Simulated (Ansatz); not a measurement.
# BGeH3 (singlet): the correlation ladder at distance Ge1–B2 = 1.662 Å, cc-pVDZ

One table from this session's results is given with a row withheld; the runs are named, their logs left out.

Method: cc-pVDZ, core rule «outside noble gas», up to 15 orbitals frozen; program: Ansatz 0.2.0, Gaussian basis.

The runs, in order: UHF; CCSD(T) on RHF; CCSD(T) on UHF; BCCD(T) on RHF; CISD; CCSDT(Q) on RHF; CCSDT(Q) on UHF; CCSDTQ on RHF; CASSCF and MRCISD+Q, 2 electrons in 2 orbitals; CASSCF and NEVPT2, 2 electrons in 2 orbitals; CASSCF and MRCISD+Q, 10 electrons in 11 orbitals; CASSCF and NEVPT2, 10 electrons in 11 orbitals.

### The geometry

The geometry derives from a PBE0/def2-TZVP stationary point (not a proven minimum). One bond is set to the value named and the two fragments are kept rigid. No spin-orbit coupling is included. The filled d shell of Ge may be among the frozen orbitals whatever the setting's name suggests.

5 atoms, charge 0, spin multiplicity 1.

Atoms are counted from 1 here; the program's logs count them from 0.

Bond lengths: Ge1–B2 1.662 Å, Ge1–H3 1.530 Å, Ge1–H4 1.530 Å, B2–H5 1.183 Å. Angles: B2–Ge1–H3 116.3°, B2–Ge1–H4 116.3°, H3–Ge1–H4 113.1°, Ge1–B2–H5 159.5°.

Geometry (Å):

```xyz
5

Ge   -0.0262    0.0000    0.2229
B     0.1168    0.0000   -1.4330
H     0.4170    1.2770    0.9406
H     0.4170   -1.2770    0.9406
H    -0.1999    0.0000   -2.5730
```

Set-up of the first run:

Contents of in.yaml:

```yaml
crystal:
  periodic: [false, false, false]
  atoms:
    - {symbol: Ge, position_ang: [-0.026178, 0.000000, 0.222868]}
    - {symbol: B, position_ang: [0.116774, -0.000001, -1.432973]}
    - {symbol: H, position_ang: [0.416999, 1.276988, 0.940642]}
    - {symbol: H, position_ang: [0.416999, -1.276987, 0.940643]}
    - {symbol: H, position_ang: [-0.199939, -0.000001, -2.573046]}
basis:
  gaussian: {orbitals: cc-pVDZ}
magnetization: {spin_polarized: true, initial_magnetization: 0}
hamiltonian: {xc: hf}
output: {orbitals: {seedname: orbitals}}
```

Command:

```
$ ansatz run in.yaml --threads 1 --pin off --events-out ev --progress --plain --max-ram 2816MiB --backend cpu
```

Steps of the session up to this table: UHF; CCSD(T) on RHF; CCSD(T) on UHF; BCCD(T) on RHF; CISD; CCSDT(Q) on RHF; CCSDT(Q) on UHF; CCSDTQ on RHF; CASSCF and MRCISD+Q, 2 electrons in 2 orbitals; CASSCF and NEVPT2, 2 electrons in 2 orbitals; CASSCF and MRCISD+Q, 10 electrons in 11 orbitals; CASSCF and NEVPT2, 10 electrons in 11 orbitals.

One table of the session follows, with a row left open; its other results are not shown here.

```
          method  from RCCSDTQ (kcal/mol)
             RHF                  +134.50
             UHF                  +134.19
            RMP2                   +28.78
           RCCSD                    +5.49
        RCCSD(T)                    +1.02
         BCCD(T)                        ?
          RCCSDT                    +0.26
       RCCSDT(Q)                     0.00
         RCCSDTQ                        0
     CASSCF pair                  +120.30
     NEVPT2 pair                   +25.98
     MRCISD pair                   +11.93
   MRCISD+Q pair                    +1.00
  CASSCF valence                   +70.02
  NEVPT2 valence                   +18.92
  MRCISD valence                    +4.00
MRCISD+Q valence                    +0.33
```

Estimate the missing values for BCCD(T).

The run gave: from RCCSDTQ (kcal/mol): +1.01. In the column «from RCCSDTQ (kcal/mol)» it lies between MRCISD+Q pair (+1.00) and RCCSD(T) (+1.02).
